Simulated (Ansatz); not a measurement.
# SbH₃S₂ (SMILES S[S][SbH2]): one structure at several levels

The atoms stand at a structure displaced at random from a GFN2-xTB minimum. How far do the functionals agree with CCSD(T) there?

The runs use Ansatz 0.2.0, Gaussian basis; single points in def2-TZVPP.

Correlated methods freeze the cores. Filled d shells of the heavier atoms are correlated. Core potentials replace the inner electrons past krypton, and spin-orbit coupling is left out.

## (1) Starting geometry

6 atoms, charge 0, spin multiplicity 1.

Atoms are counted from 1 here; the program's logs count them from 0.

Bond lengths: S1–S2 2.032 Å, S1–H4 1.334 Å, S2–Sb3 2.450 Å, Sb3–H5 1.704 Å, Sb3–H6 1.704 Å. Angles: S2–S1–H4 98.3°, S1–S2–Sb3 102.6°, S2–Sb3–H5 91.3°, S2–Sb3–H6 87.5°, H5–Sb3–H6 87.5°.

Coordinates:

```
S    -0.89800   -1.53910   -1.27000
S    -0.45420   -0.78530    0.56420
Sb    0.69540    1.30860    0.01940
H    -2.19550   -1.23110   -1.29590
H     2.21600    0.58750    0.28800
H     0.65880    1.67520    1.68310
```

## (2) CCSD(T)/def2-TZVPP

Input file run/in.yaml:

```yaml
crystal:
  periodic: [false, false, false]
  atoms:
    - {symbol: S, position_ang: [-0.898000, -1.539100, -1.270000]}
    - {symbol: S, position_ang: [-0.454200, -0.785300, 0.564200]}
    - {symbol: Sb, position_ang: [0.695400, 1.308600, 0.019400]}
    - {symbol: H, position_ang: [-2.195500, -1.231100, -1.295900]}
    - {symbol: H, position_ang: [2.216000, 0.587500, 0.288000]}
    - {symbol: H, position_ang: [0.658800, 1.675200, 1.683100]}
basis:
  gaussian: {orbitals: def2-TZVPP}
correlation: {method: ccsd_t}
output: {forces: true}
```

No record of the launch command was kept for these runs.

## (3) PBE0-D4/def2-TZVPP

run/in.yaml: that of step 2 with these lines changed.

```diff
@@ -11,3 +11,3 @@
   gaussian: {orbitals: def2-TZVPP}
-correlation: {method: ccsd_t}
-output: {forces: true}
+hamiltonian: {xc: pbe0, dispersion: d4}
+output: {forces: true, orbitals: {seedname: orbitals}}
```

## (4) wB97M-V/def2-TZVPP

run/in.yaml: that of step 3 with these lines changed.

```diff
@@ -11,3 +11,3 @@
   gaussian: {orbitals: def2-TZVPP}
-hamiltonian: {xc: pbe0, dispersion: d4}
-output: {forces: true, orbitals: {seedname: orbitals}}
+hamiltonian: {xc: {name: wB97M-V}}
+output: {forces: true}
```

## (5) r2SCAN-D4/def2-TZVPP

run/in.yaml: that of step 4 with these lines changed.

```diff
@@ -11,3 +11,3 @@
   gaussian: {orbitals: def2-TZVPP}
-hamiltonian: {xc: {name: wB97M-V}}
+hamiltonian: {xc: r2scan, dispersion: d4}
 output: {forces: true}
```

## (6) PBE-D4/def2-TZVPP

run/in.yaml: that of step 5 with these lines changed.

```diff
@@ -11,3 +11,3 @@
   gaussian: {orbitals: def2-TZVPP}
-hamiltonian: {xc: r2scan, dispersion: d4}
+hamiltonian: {xc: pbe, dispersion: d4}
 output: {forces: true}
```

## (7) wB97X-V/def2-TZVPP

run/in.yaml: that of step 6 with these lines changed.

```diff
@@ -11,3 +11,3 @@
   gaussian: {orbitals: def2-TZVPP}
-hamiltonian: {xc: pbe, dispersion: d4}
+hamiltonian: {xc: {name: wB97X-V}}
 output: {forces: true}
```

## (8) BHLYP-D4/def2-TZVPP

run/in.yaml: that of step 7 with these lines changed.

```diff
@@ -11,3 +11,3 @@
   gaussian: {orbitals: def2-TZVPP}
-hamiltonian: {xc: {name: wB97X-V}}
+hamiltonian: {xc: {name: BHLYP}, dispersion: d4}
 output: {forces: true}
```

(Steps that only read results are left out.)

**Question.** What will these runs give? Wanted: energy less free atoms, CCSD(T)/def2-TZVPP; RMS force component; RMS force error; HOMO and LUMO, PBE0-D4; T1 diagnostic.

**Answer**, as computed:

| quantity | value |
| --- | --- |
| energy less free atoms, CCSD(T)/def2-TZVPP | -1334.9 kJ/mol |
| RMS force component | 0.178 to 0.324 eV/Å over the methods |
| RMS force error | PBE0-D4 0.174, wB97M-V 0.085, r2SCAN-D4 0.162, PBE-D4 0.270, wB97X-V 0.146, BHLYP-D4 0.137 eV/Å |
| HOMO and LUMO, PBE0-D4 | -6.77 and -1.54 eV |
| T1 diagnostic | 0.014 |

What this shows: Against CCSD(T) the functionals' energies less atoms differ by -110.3 to -15.7 kJ/mol, PBE-D4 by -110.3 kJ/mol. The reference is not at the basis limit: in triple zeta CCSD(T) underbinds, which counts against methods that bind more; the gaps are no ranking. For forces wB97M-V does best and PBE-D4 worst. Frozen-core CCSD(T) forces in triple zeta carry basis errors of their own, and this is one geometry, so small gaps rank nothing.
